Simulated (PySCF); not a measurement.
# C2Cl6 (hexachloroethane): the cost of one run

Programs: PySCF 2.14.0, with routines of our own; each step states its level. All values are computed. Atoms count from 0.

## (1) The system as given

8 atoms, charge 0, multiplicity 1; geometry from: GFN2-xTB.

## (2) Geometry optimisation at PBE0-D3(BJ)/def2-SVP

Job settings and geometry (Å):

```
{"job": {"xc": "PBE0", "basis": "def2-SVP", "d3": "d3bj", "grid": 2, "kind": "geom"}, "charge": 0, "multiplicity": 1}
Cl    -1.035996     1.820601    -0.491567
C     -0.715040     0.209407     0.167419
Cl    -1.851941    -0.951272    -0.535919
Cl    -0.920075     0.241605     1.925366
C      0.717251    -0.206995    -0.173458
Cl     1.038326    -1.818347     0.485081
Cl     1.854309     0.953225     0.529997
Cl     0.922222    -0.238812    -1.931485
```

On the command line:

```console
$ OMP_NUM_THREADS=1 python excited_run.py task.json out
```

This one command runs all jobs of the session in turn.

Q: Estimate the wall time and peak memory of this first job on 1 thread of Arm Neoverse V1, shared host.

About 41 s, with a peak of 0.72 GiB.
